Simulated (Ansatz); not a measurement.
# CH2BF3: basis-set convergence

An exercise on one series of results from a longer session: the logs are not shown, and one member is left open.

Program: Ansatz 0.2.0, Gaussian basis. Level of theory: one geometry, several basis sets. These are calculated values, not measurements.

Levels to be run: PBE0-D4/def2-SVP; ωB97M-V/def2-SVP; PBE0-D4/def2-QZVPP; ωB97M-V/def2-QZVPP; the functionals' def2-TZVPP values are taken from earlier runs.

## Structure used throughout

An earlier PBE0-D4 in a triple-zeta def2 set relaxation fixed the geometry.

7 atoms, charge 0, spin multiplicity 1.

Atoms are counted from 1 here; the program's logs count them from 0.

Bond lengths: B1–C2 1.596 Å, B1–H6 1.188 Å, B1–H7 1.188 Å, C2–F3 1.340 Å, C2–F4 1.340 Å, C2–F5 1.356 Å. Angles: C2–B1–H6 118.4°, C2–B1–H7 118.3°, H6–B1–H7 123.2°, B1–C2–F3 114.9°, B1–C2–F4 114.9°, B1–C2–F5 105.4°, F3–C2–F4 106.7°, F3–C2–F5 107.2°, F4–C2–F5 107.2°.

Set-up of the first run:

The input, in.yaml:

```yaml
crystal:
  periodic: [false, false, false]
  atoms:
    - {symbol: B, position_ang: [-0.645984, 0.517856, -0.478698]}
    - {symbol: C, position_ang: [0.401492, -0.396891, 0.305259]}
    - {symbol: F, position_ang: [0.019851, -0.762651, 1.536906]}
    - {symbol: F, position_ang: [0.761008, -1.518097, -0.335098]}
    - {symbol: F, position_ang: [1.515885, 0.364160, 0.439373]}
    - {symbol: H, position_ang: [-1.356419, 1.230530, 0.153125]}
    - {symbol: H, position_ang: [-0.634633, 0.497094, -1.666668]}
basis:
  gaussian: {orbitals: def2-SVP}
hamiltonian: {xc: pbe0, dispersion: d4}
output: {orbitals: {seedname: orbitals}}
```

Among the steps run: PBE0-D4 in def2-SVP; ωB97M-V in def2-SVP; PBE0-D4 in def2-QZVPP; ωB97M-V in def2-QZVPP.

One of the session's tables, all rows but one given; the rest of the session is left out.

It belongs to the step «Density functionals: the series». 

```
functional       basis  HOMO (eV)  LUMO (eV)
   PBE0-D4    def2-SVP      -9.98      -2.64
   PBE0-D4  def2-TZVPP     -10.11      -2.73
   PBE0-D4  def2-QZVPP     -10.14      -2.76
   ωB97M-V    def2-SVP     -12.35      -0.52
   ωB97M-V  def2-TZVPP     -12.50      -0.71
   ωB97M-V  def2-QZVPP          ?          ?
```

Q: Estimate the row for ωB97M-V, def2-QZVPP from the others.

**Answer.** HOMO (eV): -12.53; LUMO (eV): -0.76. In the column «HOMO (eV)» it is the lowest.
